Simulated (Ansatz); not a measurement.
# SrCa3, space group I4/mmm: a comparison of functionals at one structure

With Ansatz's Python interface.

Contents of `srca3.vasp`:
```text
SrCa3
1.0
  -2.86602757    2.86602757    5.66395689
   2.86602757   -2.86602757    5.66395689
   2.86602757    2.86602757   -5.66395689
Sr Ca
1 3
Direct
   0.00000000    0.00000000    0.00000000
   0.75000000    0.25000000    0.50000000
   0.25000000    0.75000000    0.50000000
   0.50000000    0.50000000    0.00000000
```

Notebook, run cell by cell (the value of a cell's last expression is shown):

```python
import ansatz
from ase.io import read
import pandas as pd
```

```python
atoms = read("srca3.vasp", format="vasp")
xtal = ansatz.Crystal.from_ase(atoms)

model = (
    xtal.calculation()
    .occupations("fermi_dirac", width=0.15)
    .pseudopotentials("paw")
    .kpoints(5)
)

rows = []
for value in ["pbesol", "blyp", "lda"]:
    data = model.functional(value).run(threads=1, pin="off").report
    rows.append((value, data["free_energy_ev"] / len(data["lattice"]["sites"]), data["n_iterations"], data["n_kpoints"]))
```

    DeckWarning: basis.ecutwfc = 420 eV, auto-derived from the records' recommended cutoffs: set by Sr (normal level)

```python
table = pd.DataFrame(rows, columns=["functional", "F/atom (eV)", "iterations", "k-points"])
table.round(5)
```

      functional  F/atom (eV)  iterations  k-points
    0     pbesol  -2218.37757           6        18
    1       blyp  -2256.15311           7        18
    2        lda  -2190.52867           6        18

Reading the output:
- BLYP can be off by several per cent in the lattices of metals, and by several GPa in the pressure at a fixed cell.
- The mesh is modest for a metal, so energies can be off by several to tens of meV an atom and pressures by half a GPa or more; differences at equal mesh fare better.
- The smearing is wide enough that free energy and stress hold a thermal part of the electrons.
- The structure comes from a database of computed cells and needn't be a stable or known phase.
- Warnings are shown shortened and without file and line.
- Total energies of different functionals can't be compared; pressures, moments and gaps at this one structure can.
- Hardware and time: 15 s on 1 thread of Arm Neoverse V1, with other jobs on the host, peak memory 0.57 GiB.
